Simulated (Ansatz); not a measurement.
# AgRh in Ansatz: the effect of functional

Crystal: AgRh.

```
CELL_PARAMETERS angstrom
2.72089 0.00000 0.00000
-1.36044 2.35636 0.00000
0.00000 0.00000 4.71044
ATOMIC_POSITIONS crystal
Ag 0.00000 0.00000 0.50000
Rh 0.66667 0.33333 0.00000
```

The cell comes from a database or a generator and needn't be the stable form of this composition.

The cell isn't the ideal one: volume scaled by 0.94.

Alike in all runs:

| Quantity | Value |
| --- | --- |
| Program | Ansatz 0.2.0 |
| Task | single point |
| Potentials or basis | Ansatz PAW |
| k mesh | 11 × 11 × 6 |
| Occupations | fermi-dirac, width 0.05 eV |
| Spin | no spin polarisation |

Question: One run gave: pressure 3.6 GPa. Which functional did it use?
A. PBEsol
B. LDA
C. r2SCAN

Answer: C.

```csv
functional,cutoff,pressure (GPa)
LDA,420 eV (not typed: the program's choice for these potentials),-6.4
PBEsol,420 eV (not typed: the program's choice for these potentials),-0.9
r2SCAN,500 eV (not typed: the program's choice for these potentials),3.6
```

Caveats: the PAW data sets come from PBE, with cores solved anew for the run's functional, which leaves a small shift of forces and pressure.
